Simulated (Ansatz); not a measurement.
# AlH₃O₂S + H₂: a complex and its separated parts

The complex below is one end of an elementary step. How strongly is it bound against its free parts?

Program: Ansatz 0.2.0, Gaussian basis. Level of theory: PBE0-D4/def2-TZVP structures, single points in def2-TZVPP, no counterpoise correction. These are calculated values, not measurements.

Levels: SPW92, PBE-D4, BLYP-D4, r2SCAN-D4, B97M-V, PBE0-D4, B3LYP-D4, r2SCAN0-D4, BHLYP-D4, CAM-B3LYP-D4, wB97X-V, wB97M-V, B2PLYP, PBE-QIDH, RPA on PBE, Hartree-Fock, MP2, CCSD, CCSD(T).

Correlated methods freeze the cores. B3LYP uses VWN-RPA correlation. B2PLYP carries no dispersion term here.

95 further runs of the same task are left out: 1 that didn't finish, 94 set aside as unsound or not needed.

## Step 1: Where the work starts

The complex: 9 atoms, charge 0, spin multiplicity 1.

Atoms are counted from 1 here; the program's logs count them from 0.

Bond lengths: Al1–S2 2.169 Å, Al1–O3 1.693 Å, Al1–O4 1.690 Å, S2–H7 1.345 Å, O3–H8 0.955 Å, O4–H9 0.954 Å, H5–H6 0.751 Å. Angles: S2–Al1–O3 117.3°, S2–Al1–O4 116.2°, O3–Al1–O4 126.2°, Al1–S2–H7 91.4°, Al1–O3–H8 125.5°, Al1–O4–H9 126.1°.

Coordinates:

```csv
atom,x (Å),y (Å),z (Å)
Al1,-0.0970,0.0539,-0.5374
S2,1.5957,1.1732,-1.3047
O3,0.1446,-1.5871,-0.1997
O4,-1.5694,0.8796,-0.4696
H5,0.4260,0.2145,1.9501
H6,0.0419,0.8562,1.8813
H7,2.3964,0.0976,-1.2012
H8,-0.5300,-2.2003,0.0831
H9,-2.4083,0.5123,-0.2019
```

Its parts: AlH₃O₂S holds atoms 1, 2, 3, 4, 7, 8, 9; H₂ holds atoms 5, 6. Each part counts its atoms afresh in its own runs.

## Step 2: Relaxing AlH₃O₂S alone

The input, relax-a/in.yaml:

```yaml
crystal:
  periodic: [false, false, false]
  atoms:
    - {symbol: Al, position_ang: [-0.096985, 0.053903, -0.537450]}
    - {symbol: S, position_ang: [1.595749, 1.173158, -1.304675]}
    - {symbol: O, position_ang: [0.144625, -1.587065, -0.199672]}
    - {symbol: O, position_ang: [-1.569396, 0.879635, -0.469613]}
    - {symbol: H, position_ang: [2.396424, 0.097604, -1.201180]}
    - {symbol: H, position_ang: [-0.530020, -2.200322, 0.083117]}
    - {symbol: H, position_ang: [-2.408264, 0.512307, -0.201936]}
basis:
  gaussian: {orbitals: def2-TZVP}
hamiltonian: {xc: pbe0, dispersion: d4}
relax: {f_tol: 0.005, max_steps: 200}
```

Command:

```
$ ansatz run in.yaml --threads 4 --pin off --events-out ev --progress --plain --max-ram 9574MiB
```

After this run come: Relaxing H₂ alone; SPW92/def2-TZVPP; PBE-D4/def2-TZVPP; BLYP-D4/def2-TZVPP; r2SCAN-D4/def2-TZVPP; B97M-V/def2-TZVPP; PBE0-D4/def2-TZVPP; B3LYP-D4/def2-TZVPP; r2SCAN0-D4/def2-TZVPP; BHLYP-D4/def2-TZVPP; CAM-B3LYP-D4/def2-TZVPP; wB97X-V/def2-TZVPP; wB97M-V/def2-TZVPP; B2PLYP/def2-TZVPP; PBE-QIDH/def2-TZVPP; RPA on PBE/def2-TZVPP; CCSD(T)/def2-TZVPP; Vibrations of AlH₃O₂S; Vibrations of H₂.

**Question.** What will these runs give? Wanted: complex less parts, CCSD(T)/def2-TZVPP; with zero-point energy; largest T1 diagnostic.

The runs gave:

| quantity | value |
| --- | --- |
| complex less parts, CCSD(T)/def2-TZVPP | -3.4 kJ/mol |
| with zero-point energy | +3.0 kJ/mol |
| largest T1 diagnostic | 0.012 |

What this shows: At CCSD(T) the complex lies 3.4 kJ/mol below its parts. The functionals run from B3LYP-D4, off by -0.2 kJ/mol, to SPW92, off by -12.0 kJ/mol, against CCSD(T). By rung, the mean size of the error is: LDA 12.0, GGA 2.4, meta-GGA 1.4, hybrid 2.0, range-separated hybrid 2.3, double hybrid 2.0 kJ/mol. PBE-D4 gives a relative energy 3.3 kJ/mol too low, an error of 96 % of the reference. No counterpoise was applied, and triple zeta lacks some correlation, so the CCSD(T) reference has a basis error of its own, and close matches with it are partly luck.
